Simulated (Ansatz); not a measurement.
# C4H7FTe: the cost of one run

All numbers below are computed with Ansatz 0.2.0 (RKS PBE-D4/def2-SVP).

## Step 1: Starting point

Bond lengths: C1–C2 1.342 Å, C2–F3 1.330 Å, C2–Te4 2.097 Å, Te4–C5 2.123 Å, C5–C6 1.540 Å, C1–H7 1.036 Å, C1–H8 1.099 Å, C5–H9 1.142 Å, C5–H10 1.123 Å, C6–H11 1.116 Å, C6–H12 1.123 Å, C6–H13 1.104 Å. Angles (14 of 19 angles, heavy atoms first): C1–C2–F3 117.7°, C1–C2–Te4 125.3°, F3–C2–Te4 117.0°, C2–Te4–C5 91.2°, Te4–C5–C6 111.7°, C2–C1–H7 123.1°, C2–C1–H8 114.4°, Te4–C5–H9 113.1°, Te4–C5–H10 109.1°, C6–C5–H9 108.1°, C6–C5–H10 108.9°, C5–C6–H11 108.8°, C5–C6–H12 109.3°, C5–C6–H13 111.6°.

As a file:

```xyz
13

C     0.1911   -2.7781    0.0489
C     0.8367   -1.8008   -0.6058
F     2.1628   -1.8731   -0.6709
Te   -0.0751   -0.1651   -1.5491
C    -0.0450    0.9487    0.2582
C    -0.6891    2.3360    0.0824
H     0.6787   -3.5588    0.5236
H    -0.9011   -2.6589    0.0790
H    -0.5748    0.4185    1.1198
H     1.0197    1.0818    0.5900
H    -1.7657    2.2016   -0.1798
H    -0.6119    2.9052    1.0474
H    -0.2058    2.9081   -0.7288
```

## Step 2: Relaxing end A

input.yaml

```yaml
crystal:
  periodic: [false, false, false]
  atoms:
    - { symbol: C, position_ang: [0.1911, -2.7781, 0.0489] }
    - { symbol: C, position_ang: [0.8367, -1.8008, -0.6058] }
    - { symbol: F, position_ang: [2.1628, -1.8731, -0.6709] }
    - { symbol: Te, position_ang: [-0.0751, -0.1651, -1.5491] }
    - { symbol: C, position_ang: [-0.045, 0.9487, 0.2582] }
    - { symbol: C, position_ang: [-0.6891, 2.336, 0.0824] }
    - { symbol: H, position_ang: [0.6787, -3.5588, 0.5236] }
    - { symbol: H, position_ang: [-0.9011, -2.6589, 0.079] }
    - { symbol: H, position_ang: [-0.5748, 0.4185, 1.1198] }
    - { symbol: H, position_ang: [1.0197, 1.0818, 0.59] }
    - { symbol: H, position_ang: [-1.7657, 2.2016, -0.1798] }
    - { symbol: H, position_ang: [-0.6119, 2.9052, 1.0474] }
    - { symbol: H, position_ang: [-0.2058, 2.9081, -0.7288] }
basis:
  gaussian: { orbitals: def2-SVP }
hamiltonian:
  xc: pbe
  dispersion: d4
relax:
  f_tol: 0.015
  max_steps: 40
```

On the command line:

```
$ ansatz run input.yaml --threads 2 --pin off --max-ram 3072MiB --backend cpu --events-out ev --progress --plain --runs-dir out
```

**Question.** How long does this run take on 2 threads of Arm Neoverse V2, shared host, and how much memory does it need?

About 76 s, with a peak of 0.18 GiB.
